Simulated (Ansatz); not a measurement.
# C2H6BFN2: the cost of one run

The runs use Ansatz 0.2.0, Gaussian basis; functionals in def2-TZVPP, the program's frozen cores in correlated methods.

Plan: PBE-D4, r2SCAN-D4, PBE0-D4, B3LYP-D4, ωB97X-V, ωB97M-V, B2PLYP; CCSD(T)/def2-TZVPP; MP2/def2-QZVPP; extrapolation to the limit.

### Step 1. The relaxed structure

The geometry comes from an earlier relaxation with PBE0-D4 in a triple-zeta def2 set; it is a stationary point, not always the lowest conformer.

SMILES `NC1NCB1F`, 12 atoms, charge 0, spin multiplicity 1.

Atoms are counted from 1 here; the program's logs count them from 0.

Bond lengths: N1–C2 1.428 Å, N1–H7 1.012 Å, N1–H8 1.012 Å, C2–N3 1.498 Å, C2–B5 1.584 Å, C2–H9 1.103 Å, N3–C4 1.484 Å, N3–H10 1.013 Å, C4–B5 1.573 Å, C4–H11 1.099 Å, C4–H12 1.094 Å, B5–F6 1.311 Å. Angles: C2–N1–H7 111.0°, C2–N1–H8 111.8°, H7–N1–H8 107.5°, N1–C2–N3 119.3°, N1–C2–B5 123.4°, N1–C2–H9 107.7°, N3–C2–B5 84.4°, N3–C2–H9 111.3°, B5–C2–H9 108.9°, C2–N3–C4 96.9°, C2–N3–H10 115.0°, C4–N3–H10 114.7°, N3–C4–B5 85.3°, N3–C4–H11 115.2°, N3–C4–H12 114.2°, B5–C4–H11 113.0°, B5–C4–H12 120.1°, H11–C4–H12 107.9° and more.

### Step 2. PBE-D4 (GGA)

in.yaml reads:

```yaml
crystal:
  periodic: [false, false, false]
  atoms:
    - {symbol: N, position_ang: [-0.409237, -0.932457, 1.678184]}
    - {symbol: C, position_ang: [0.127510, -0.021352, 0.717840]}
    - {symbol: N, position_ang: [0.646908, -0.549551, -0.583641]}
    - {symbol: C, position_ang: [0.109104, 0.533656, -1.443958]}
    - {symbol: B, position_ang: [-0.770071, 0.911343, -0.195443]}
    - {symbol: F, position_ang: [-1.847661, 1.632412, -0.003743]}
    - {symbol: H, position_ang: [-1.090423, -1.548180, 1.252960]}
    - {symbol: H, position_ang: [0.311286, -1.512157, 2.089584]}
    - {symbol: H, position_ang: [0.882782, 0.599162, 1.228970]}
    - {symbol: H, position_ang: [1.652423, -0.666487, -0.627851]}
    - {symbol: H, position_ang: [0.830470, 1.317665, -1.715488]}
    - {symbol: H, position_ang: [-0.366290, 0.180746, -2.363514]}
basis:
  gaussian: {orbitals: def2-TZVPP}
hamiltonian: {xc: pbe, dispersion: d4}
output: {forces: true, orbitals: {seedname: orbitals}}
```

Run with:

```bash
> ansatz run in.yaml --threads 4 --pin off --events-out ev --progress --plain --max-ram 10444MiB
```

**Question.** How long does this run take on 4 threads of Arm Neoverse N1, shared host, and how much memory does it need?

About 4.5 s, with a peak of 0.34 GiB.
